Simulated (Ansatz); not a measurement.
# OZr: the cost of one run

Program: Ansatz 0.2.0, Gaussian basis. Level of theory: the settings change from run to run. These are calculated values, not measurements.

## Step 1: The relaxed structure

An earlier PBE0-D4 in a triple-zeta def2 set relaxation fixed the geometry. Zr takes a core potential in def2 sets; no spin-orbit term is included.

2 atoms, charge 0, spin multiplicity 1.

Atoms are counted from 1 here; the program's logs count them from 0.

Bond lengths: O1–Zr2 1.704 Å.

## Step 2: r2SCAN/def2-SVP

Options: multiplicity 3, restricted open-shell orbitals, high accuracy.

The input, in.yaml:

```yaml
crystal:
  periodic: [false, false, false]
  atoms:
    - {symbol: O, position_ang: [-0.724058, 0.257855, -0.367090]}
    - {symbol: Zr, position_ang: [0.724058, -0.257855, 0.367090]}
basis:
  gaussian: {orbitals: def2-SVP}
magnetization: {spin_polarized: false, initial_magnetization: 2}
hamiltonian: {xc: {name: r2SCAN}}
accuracy: high
output: {forces: true}
```

Run with:

```console
$ ansatz run in.yaml --threads 2 --pin off --events-out ev --progress --plain --max-ram 32768MiB --backend cpu
```

**Question.** How long does this run take on 2 threads of AMD EPYC 7R13, shared host, and how much memory does it need?

About 25 s, with a peak of 0.38 GiB.
